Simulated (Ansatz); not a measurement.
# CH3BBr radical: up Jacob's ladder to CCSD(T)

One table from this session's results is given with a row withheld; the runs are named, their logs left out.

The runs use Ansatz 0.2.0, Gaussian basis; functionals in def2-TZVPP, the program's frozen cores in correlated methods.

Plan: LDA (SPW92), PBE-D4, revPBE-D4, BLYP-D4, r2SCAN-D4, B97M-V, PBE0-D4, B3LYP-D4, r2SCANh-D4, r2SCAN0-D4, HSE06-D4, BHLYP-D4, CAM-B3LYP-D4, LC-ωPBE, ωB97X-V, ωB97M-V, B2PLYP, PBE-QIDH; CCSD(T)/def2-SVP; CCSD(T)/def2-TZVPP; MP2/def2-QZVPP; extrapolation to the limit; RPA on PBE.

**The geometry**

The geometry comes from an earlier relaxation with PBE0-D4 in a triple-zeta def2 set; it is a stationary point.

SMILES `C[B]Br`, 6 atoms, charge 0, spin multiplicity 2.

Atoms are counted from 1 here; the program's logs count them from 0.

Bond lengths: C1–B2 1.542 Å, C1–H4 1.099 Å, C1–H5 1.094 Å, C1–H6 1.092 Å, B2–Br3 1.890 Å. Angles: B2–C1–H4 106.3°, B2–C1–H5 113.4°, B2–C1–H6 112.9°, H4–C1–H5 107.1°, H4–C1–H6 106.6°, H5–C1–H6 109.9°, C1–B2–Br3 126.3°.

Set-up of the first run:

The input, in.yaml:

```yaml
crystal:
  periodic: [false, false, false]
  atoms:
    - {symbol: C, position_ang: [-0.320444, 0.337316, -0.311032]}
    - {symbol: B, position_ang: [0.157592, -1.056183, 0.144233]}
    - {symbol: Br, position_ang: [1.616756, -1.419347, 1.288475]}
    - {symbol: H, position_ang: [-1.026376, 0.687734, 0.455609]}
    - {symbol: H, position_ang: [0.484959, 1.075969, -0.369824]}
    - {symbol: H, position_ang: [-0.870287, 0.310411, -1.253561]}
basis:
  gaussian: {orbitals: def2-TZVPP}
magnetization: {spin_polarized: true, initial_magnetization: 1}
hamiltonian: {xc: lda}
output: {orbitals: {seedname: orbitals}}
```

Steps of the session up to this table: LDA; PBE-D4 (GGA); revPBE-D4 (GGA); BLYP-D4 (GGA); r2SCAN-D4 (meta-GGA); B97M-V (meta-GGA); PBE0-D4 (hybrid); B3LYP-D4 (hybrid); r2SCANh-D4 (hybrid); r2SCAN0-D4 (hybrid); HSE06-D4 (hybrid); BHLYP-D4 (hybrid); CAM-B3LYP-D4 (range-separated); LC-ωPBE-D4 (range-separated; the results give it without D4); ωB97X-V (range-separated); ωB97M-V (range-separated); B2PLYP (double hybrid); PBE-QIDH (double hybrid).

One table of the session follows, with a row left open; its other results are not shown here.

It belongs to the step «Frontier levels by functional». 

| functional | HOMO (eV) | LUMO (eV) | gap (eV) |
| --- | --- | --- | --- |
| LDA (SPW92) | -4.41 | -2.86 | 1.56 |
| PBE-D4 | -4.46 | -2.57 | 1.89 |
| revPBE-D4 | -4.44 | -2.49 | 1.95 |
| BLYP-D4 | -4.29 | -2.47 | 1.82 |
| r2SCAN-D4 | -4.85 | -2.33 | 2.51 |
| B97M-V | -4.51 | -2.45 | 2.06 |
| PBE0-D4 | -5.72 | -1.61 | 4.11 |
| B3LYP-D4 | -5.44 | -1.89 | 3.56 |
| r2SCANh-D4 | -5.31 | -1.99 | 3.32 |
| r2SCAN0-D4 | ? | ? | ? |
| HSE06-D4 | -5.32 | -2.00 | 3.32 |
| BHLYP-D4 | -6.82 | -0.70 | 6.12 |
| CAM-B3LYP-D4 | -7.01 | -0.64 | 6.37 |
| LC-ωPBE | -8.46 | 0.68 | 9.14 |
| ωB97X-V | -7.93 | 0.25 | 8.17 |
| ωB97M-V | -7.56 | 0.03 | 7.59 |

**Question.** Estimate the row for r2SCAN0-D4.

Worked estimate for «HOMO (eV)». Against the share of exact exchange, r2SCAN-D4 (0, -4.85), r2SCANh-D4 (0.1, -5.31) give a slope of -4.60 per unit share; at 0.25 the line stands at -6.00.

The run gave: HOMO (eV): -6.00; LUMO (eV): -1.47; gap (eV): 4.53. In «HOMO (eV)» the line misses by 0.00.
